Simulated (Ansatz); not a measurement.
# Ga2S: the cost of one run

Computed with Ansatz 0.2.0 (DFT PBE, scalar-relativistic, plane waves, PAW, unless a step's input says otherwise).

1 further run of the same task is left out (it didn't finish).

## (1) The system as given

The structure is tetragonal, space group P-42m (No. 111). Conventional cell: a = 4.732 Å, b = 4.732 Å, c = 6.016 Å, α = 90.00°, β = 90.00°, γ = 90.00°. Around Ga (site symmetry m) lie 3 Ga at 2.23 to 2.55 Å and 1 S at 2.26 Å. S (site symmetry 2mm) has 2 Ga at 2.26 Å as nearest neighbours.

As a file:

```xyz
6
Lattice="4.7317 0.0000 0.0000 0.0000 4.7317 0.0000 0.0000 0.0000 6.0163" Properties=species:S:1:pos:R:3 pbc="T T T"
Ga    3.1545    1.5772    2.0054
Ga    1.5772    3.1545    2.0054
Ga    1.5772    1.5772    4.0108
Ga    3.1545    3.1545    4.0108
S     0.0000    0.0000    1.6446
S     0.0000    0.0000    4.3717
```

## (2) Coarse relaxation

Contents of input.yaml:

```yaml
crystal:
  lattice:
    - [4.7317287454, 0.0, 0.0]
    - [0.0, 4.7317287454, 0.0]
    - [0.0, 0.0, 6.0162509475]
  atoms:
    - { symbol: Ga, position: [0.6666666667, 0.3333333333, 0.3333333333] }
    - { symbol: Ga, position: [0.3333333333, 0.6666666667, 0.3333333333] }
    - { symbol: Ga, position: [0.3333333333, 0.3333333333, 0.6666666667] }
    - { symbol: Ga, position: [0.6666666667, 0.6666666667, 0.6666666667] }
    - { symbol: S, position: [0.0, 0.0, 0.2733524153] }
    - { symbol: S, position: [0.0, 0.0, 0.7266475847] }
basis:
  ecutwfc: 420
kpoints:
  mp_grid: { grid: [4, 4, 4] }
hamiltonian:
  xc: pbe
scf:
  occupations: { method: gaussian, width: 0.1 }
  lower_state_search: "off"
output:
  forces: true
  stress: true
  eigenvalues: true
relax:
  adjacent_minimum: "off"
  f_tol: 0.04
  max_steps: 70
  cell: { stress_tol: 0.4 }
```

Launch:

```bash
$ ansatz run input.yaml --threads 1 --pin off --max-ram 2560MiB --backend cpu --events-out ev --progress --plain --runs-dir out
```

**Question.** How long does this run take on 1 thread of Arm Neoverse V2, shared host, and how much memory does it need?

About 3.7 min, with a peak of 0.4 GiB.
